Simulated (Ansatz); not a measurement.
# C₆H₁₈ClN₃Si: small, medium and large basis sets

One table from this session's results is given with a row withheld; the runs are named, their logs left out.

Method: one geometry, several basis sets; program: Ansatz 0.2.0, Gaussian basis.

Plan: PBE0-D4/def2-SVP; ωB97M-V/def2-SVP; PBE0-D4/def2-QZVPP; ωB97M-V/def2-QZVPP; the functionals' def2-TZVPP values are taken from earlier runs.

## The geometry

The geometry comes from an earlier relaxation with PBE0-D4 in a triple-zeta def2 set; it is a stationary point, not always the lowest conformer.

SMILES `CN(C)[Si](Cl)(N(C)C)N(C)C`, 29 atoms, charge 0, spin multiplicity 1.

Atoms are counted from 1 here; the program's logs count them from 0.

Bond lengths: C1–N2 1.442 Å, C1–H12 1.098 Å, C1–H13 1.100 Å, C1–H14 1.089 Å, N2–C3 1.445 Å, N2–Si4 1.714 Å, C3–H15 1.100 Å, C3–H16 1.091 Å, C3–H17 1.098 Å, Si4–Cl5 2.077 Å, Si4–N6 1.705 Å, Si4–N9 1.714 Å, N6–C7 1.444 Å, N6–C8 1.444 Å, C7–H18 1.098 Å, C7–H19 1.099 Å, C7–H20 1.090 Å, C8–H21 1.098 Å and more. Angles: N2–C1–H12 110.4°, N2–C1–H13 112.0°, N2–C1–H14 110.9°, H12–C1–H13 107.3°, H12–C1–H14 107.9°, H13–C1–H14 108.2°, C1–N2–C3 112.4°, C1–N2–Si4 125.7°, C3–N2–Si4 119.2°, N2–C3–H15 112.0°, N2–C3–H16 110.8°, N2–C3–H17 110.7°, H15–C3–H16 108.0°, H15–C3–H17 107.4°, H16–C3–H17 107.7°, N2–Si4–Cl5 105.6°, N2–Si4–N6 106.9°, N2–Si4–N9 119.0° and more.

The first run:

Input file in.yaml:

```yaml
crystal:
  periodic: [false, false, false]
  atoms:
    - {symbol: C, position_ang: [-0.425985, -0.130115, -2.906499]}
    - {symbol: N, position_ang: [-0.651656, 0.139512, -1.508328]}
    - {symbol: C, position_ang: [-2.030658, -0.059420, -1.123559]}
    - {symbol: Si, position_ang: [0.555113, 0.192602, -0.292904]}
    - {symbol: Cl, position_ang: [2.309840, 0.720124, -1.271425]}
    - {symbol: N, position_ang: [0.055415, 1.352419, 0.852184]}
    - {symbol: C, position_ang: [-0.636899, 2.560640, 0.470654]}
    - {symbol: C, position_ang: [0.652318, 1.443517, 2.163734]}
    - {symbol: N, position_ang: [0.923381, -1.237825, 0.575933]}
    - {symbol: C, position_ang: [-0.052852, -1.777875, 1.494907]}
    - {symbol: C, position_ang: [1.930025, -2.203916, 0.212498]}
    - {symbol: H, position_ang: [-1.054465, 0.521338, -3.527705]}
    - {symbol: H, position_ang: [-0.670688, -1.169662, -3.169998]}
    - {symbol: H, position_ang: [0.613340, 0.053143, -3.174104]}
    - {symbol: H, position_ang: [-2.362250, -1.093734, -1.295851]}
    - {symbol: H, position_ang: [-2.175777, 0.170328, -0.066556]}
    - {symbol: H, position_ang: [-2.693403, 0.597963, -1.701887]}
    - {symbol: H, position_ang: [-1.474826, 2.761984, 1.150866]}
    - {symbol: H, position_ang: [0.030063, 3.433398, 0.500993]}
    - {symbol: H, position_ang: [-1.029558, 2.471789, -0.541892]}
    - {symbol: H, position_ang: [-0.117004, 1.585249, 2.934071]}
    - {symbol: H, position_ang: [1.347566, 2.291750, 2.231386]}
    - {symbol: H, position_ang: [1.206790, 0.534346, 2.394661]}
    - {symbol: H, position_ang: [-0.790538, -1.020904, 1.766521]}
    - {symbol: H, position_ang: [0.431853, -2.118631, 2.419461]}
    - {symbol: H, position_ang: [-0.588934, -2.638477, 1.068930]}
    - {symbol: H, position_ang: [2.666185, -1.763667, -0.458105]}
    - {symbol: H, position_ang: [2.458353, -2.560131, 1.106488]}
    - {symbol: H, position_ang: [1.495654, -3.084146, -0.283975]}
basis:
  gaussian: {orbitals: def2-SVP}
hamiltonian: {xc: pbe0, dispersion: d4}
output: {orbitals: {seedname: orbitals}}
```

On the command line:

```
ansatz run in.yaml --threads 11 --pin off --events-out ev --progress --plain --max-ram 120832MiB --backend cpu
```

Among the steps run: PBE0-D4 in def2-SVP; ωB97M-V in def2-SVP; PBE0-D4 in def2-QZVPP; ωB97M-V in def2-QZVPP.

One of the session's tables, all rows but one given; the rest of the session is left out.

It belongs to the step «Functionals by basis». 

```
functional       basis  HOMO (eV)  LUMO (eV)
   PBE0-D4    def2-SVP          ?          ?
   PBE0-D4  def2-TZVPP      -6.02       0.79
   PBE0-D4  def2-QZVPP      -6.04       0.38
   ωB97M-V    def2-SVP      -8.20       2.98
   ωB97M-V  def2-TZVPP      -8.31       2.16
   ωB97M-V  def2-QZVPP      -8.33       1.48
```

Estimate the missing values for PBE0-D4, def2-SVP.

**Answer.** HOMO (eV): -5.91; LUMO (eV): 1.41. In the column «HOMO (eV)» it is the highest.
